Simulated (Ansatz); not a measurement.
Crystal: BaH4.

```
CELL_PARAMETERS angstrom
2.29082 1.32260 3.53625
-2.29082 1.32260 3.53625
0.00000 -2.64521 3.53625
ATOMIC_POSITIONS crystal
Ba 0.00000 0.00000 0.00000
H 0.74087 0.74087 0.74087
H 0.25913 0.25913 0.25913
H 0.46369 0.46369 0.46369
H 0.53631 0.53631 0.53631
```

The cell was built by a generator and needn't be a form met in nature.

- Program: Ansatz 0.2.0
- Task: relaxation of cell and atoms
- Functional: PBE
- Dispersion: D4
- Potentials or basis: Ansatz PAW
- Cutoff: 420 eV (not typed: the program's choice for these potentials)
- k mesh: 5 × 5 × 5
- Occupations: fermi-dirac, width 0.05 eV
- Spin: no spin polarisation

At the start: volume 12.86 Å³/atom.

Where does the relaxation end?

It ends after 7 steps and the volume is 12.27 Å³/atom (-4.6 %); space group R-3m (No. 166, to 0.05 Å).

The path:
```csv
step,energy change (eV),largest force (eV/Å),volume (Å³)
1,0.0000,0.0208,64.29
2,-0.0119,0.0768,60.86
3,-0.0143,0.0522,61.47
4,-0.0147,0.0996,61.27
5,-0.0149,0.0120,61.32
6,-0.0149,0.0003,61.35
7,-0.0128,0.0001,61.35
```

Final structure:
```xyz
5
Lattice="2.2579 1.3036 3.4736 -2.2579 1.3036 3.4736 0.0000 -2.6072 3.4736" Properties=species:S:1:pos:R:3 pbc="T T T"
Ba    0.0000    0.0000    0.0000
H     0.0000    0.0000    7.7133
H     0.0000    0.0000    2.7074
H     0.0000    0.0000    4.8238
H     0.0000    0.0000    5.5969
```

Caveat: the plane-wave basis is chosen anew once the cell has moved, so the energies of steps on either side of that aren't comparable.
